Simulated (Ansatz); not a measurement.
# CH₃BSe: one structure at several levels

Aim: energy, forces and dipole at a structure displaced at random from a GFN2-xTB minimum, from CCSD(T) and from density functionals.

Computed with Ansatz 0.2.0, Gaussian basis. Level: single points in def2-TZVPP.

Correlated methods freeze the cores. Filled d shells of the heavier atoms are correlated.

## 1. The starting structure

SMILES `B=C[SeH]`, 6 atoms, charge 0, spin multiplicity 1.

Atoms are counted from 1 here; the program's logs count them from 0.

Bond lengths: B1–C2 1.382 Å, B1–H4 1.133 Å, C2–Se3 2.008 Å, C2–H5 1.184 Å, Se3–H6 1.501 Å. Angles: C2–B1–H4 171.2°, B1–C2–Se3 128.4°, B1–C2–H5 127.8°, Se3–C2–H5 100.7°, C2–Se3–H6 90.8°.

As a file:

```
B    -1.1245    0.4208   -0.1225
C     0.1286    0.1076   -0.6153
Se    1.6725   -0.7407    0.3487
H    -2.1783    0.5056    0.2838
H     0.6871    0.5941   -1.5385
H     0.7803   -1.1040    1.4998
```

## 2. CCSD(T)/def2-TZVPP

Input file run/in.yaml:

```yaml
crystal:
  periodic: [false, false, false]
  atoms:
    - {symbol: B, position_ang: [-1.124500, 0.420800, -0.122500]}
    - {symbol: C, position_ang: [0.128600, 0.107600, -0.615300]}
    - {symbol: Se, position_ang: [1.672500, -0.740700, 0.348700]}
    - {symbol: H, position_ang: [-2.178300, 0.505600, 0.283800]}
    - {symbol: H, position_ang: [0.687100, 0.594100, -1.538500]}
    - {symbol: H, position_ang: [0.780300, -1.104000, 1.499800]}
basis:
  gaussian: {orbitals: def2-TZVPP}
correlation: {method: ccsd_t}
output: {forces: true}
```

No record of the launch command was kept for these runs.

## 3. PBE0-D4/def2-TZVPP

Changes to run/in.yaml since step 2:

```diff
@@ -11,3 +11,3 @@
   gaussian: {orbitals: def2-TZVPP}
-correlation: {method: ccsd_t}
-output: {forces: true}
+hamiltonian: {xc: pbe0, dispersion: d4}
+output: {forces: true, orbitals: {seedname: orbitals}}
```

## 4. wB97M-V/def2-TZVPP

Changes to run/in.yaml since step 3:

```diff
@@ -11,3 +11,3 @@
   gaussian: {orbitals: def2-TZVPP}
-hamiltonian: {xc: pbe0, dispersion: d4}
-output: {forces: true, orbitals: {seedname: orbitals}}
+hamiltonian: {xc: {name: wB97M-V}}
+output: {forces: true}
```

## 5. r2SCAN-D4/def2-TZVPP

Changes to run/in.yaml since step 4:

```diff
@@ -11,3 +11,3 @@
   gaussian: {orbitals: def2-TZVPP}
-hamiltonian: {xc: {name: wB97M-V}}
+hamiltonian: {xc: r2scan, dispersion: d4}
 output: {forces: true}
```

## 6. PBE-D4/def2-TZVPP

Changes to run/in.yaml since step 5:

```diff
@@ -11,3 +11,3 @@
   gaussian: {orbitals: def2-TZVPP}
-hamiltonian: {xc: r2scan, dispersion: d4}
+hamiltonian: {xc: pbe, dispersion: d4}
 output: {forces: true}
```

## 7. BLYP-D4/def2-TZVPP

Changes to run/in.yaml since step 6:

```diff
@@ -11,3 +11,3 @@
   gaussian: {orbitals: def2-TZVPP}
-hamiltonian: {xc: pbe, dispersion: d4}
+hamiltonian: {xc: {name: BLYP}, dispersion: d4}
 output: {forces: true}
```

## 8. B97M-V/def2-TZVPP

Changes to run/in.yaml since step 7:

```diff
@@ -11,3 +11,3 @@
   gaussian: {orbitals: def2-TZVPP}
-hamiltonian: {xc: {name: BLYP}, dispersion: d4}
+hamiltonian: {xc: {name: B97M-V}}
 output: {forces: true}
```

(Steps that only read results are left out.)

**Question.** What will these runs give? Wanted: energy less free atoms, CCSD(T)/def2-TZVPP; RMS force component; RMS force error; HOMO and LUMO, PBE0-D4; T1 diagnostic.

The runs gave:

| quantity | value |
| --- | --- |
| energy less free atoms, CCSD(T)/def2-TZVPP | -1861.9 kJ/mol |
| RMS force component | 1.065 to 1.241 eV/Å over the methods |
| RMS force error | PBE0-D4 0.209, wB97M-V 0.240, r2SCAN-D4 0.175, PBE-D4 0.223, BLYP-D4 0.282, B97M-V 0.186 eV/Å |
| HOMO and LUMO, PBE0-D4 | -5.92 and -2.26 eV |
| T1 diagnostic | 0.012 |

In words: Against CCSD(T) the functionals' energies less atoms differ by -124.0 to -59.0 kJ/mol, PBE-D4 by -124.0 kJ/mol. A larger basis would deepen the CCSD(T) value, while the functionals are nearly converged already, so the order here is not reliable. The forces of r2SCAN-D4 come nearest to CCSD(T), those of BLYP-D4 are farthest. Frozen-core CCSD(T) forces in triple zeta carry basis errors of their own, and this is one geometry, so small gaps rank nothing.
